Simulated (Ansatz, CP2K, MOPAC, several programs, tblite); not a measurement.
**What each method gives for TlBaBr3 (cubic perovskite)**

TlBaBr3 built on the cubic perovskite prototype, relaxed with r2SCAN in Ansatz, was computed with several methods. Space group Pm-3m (No. 221), cubic; a = 6.229 Å in the conventional setting, 48.35 Å³ an atom. Around Tl lie 12 Br at 4.40 Å; around Ba lie 6 Br at 3.11 Å; around Br lie 2 Ba at 3.11 Å and 4 Tl at 4.40 Å. Note: simulated data, non-magnetic, for a generated structure that need not be the stable one.

```
Tl Ba Br
1.0
     6.22939    0.00000    0.00000
     0.00000    6.22939    0.00000
     0.00000    0.00000    6.22939
Tl Ba Br
1 1 3
Direct
  0.00000 0.00000 0.00000
  0.50000 0.50000 0.50000
  0.50000 0.50000 0.00000
  0.50000 0.00000 0.50000
  0.00000 0.50000 0.50000
```

Gaps and times are for a single point on this cell; volume and bulk modulus come from each method's own relaxation or energy curve at fixed shape. Times are rough, from shared hosts (Arm Neoverse V1), and each method has its own mesh and cell size. GFN1-xTB (tblite): levels, charges or heat of formation failed a check of plausibility, so no values are given. A star marks a curve whose lowest point is an end point. PM6 (MOPAC), PM7 (MOPAC), GFN1-xTB (tblite), GFN2-xTB (tblite) treat a cluster of cells at its zone centre, which samples few k points: where these miss a band edge, the gap comes out too large for that reason alone. Gaps from k meshes are read at a limited set of points (mesh, symmetry points, PBE's band edges), so each method's own least gap may be somewhat smaller. xTB and the PM methods were fitted mostly to molecules, and can miss a solid's gap by electronvolts. Minimal bases can be far off for gaps. d marks a direct gap, i an indirect one (no mark: not told apart), a dash a value that wasn't computed or didn't pass its checks.

```tsv
method	kind	gap (eV)	own volume (Å³/atom)	bulk modulus (GPa)	atoms computed	processor time
GFN1-xTB (tblite)	tight binding	–	–	–	40	2.4 s
GFN2-xTB (tblite)	tight binding	2.62	–	–	40	3 s
PM7 (MOPAC)	semi-empirical	8.44	–	–	40	3 s
light PBE (260 eV, its own mesh)	light plane-wave	2.99 i	–	–	5	3.1 s
PBE	semilocal	2.99 i	49.42	15	5	8.6 s
PBE/SZV (CP2K)	small basis	1.90 i	53.16*	–	5	9.3 s
PBE/DZVP (CP2K)	small basis	2.96 i	50.71	15	5	20 s
r2SCAN	semilocal	3.44 i	48.35	16	5	21 s
PM6 (MOPAC)	semi-empirical	4.46	–	–	40	2.9 min
```

Against r2SCAN (3.44 eV) the nearest gap at the points sampled is that of light PBE (260 eV, its own mesh) (-0.45 eV) and the farthest that of PM7 (MOPAC) (+5.00 eV). r2SCAN is only a yardstick of convenience: semilocal gaps usually lie below measured ones, which GLLB-SC and hybrids aim to mend.

Volumes against r2SCAN's: PBE +2.2 %, PBE/DZVP (CP2K) +4.9 %.

Runs without a result: GLLB-SC (GPAW) (single point).

Spin-orbit coupling is left out; in compounds of Pb, Bi, Tl or Hg it can lower a gap by up to about 1 eV, split its edges or invert the bands.
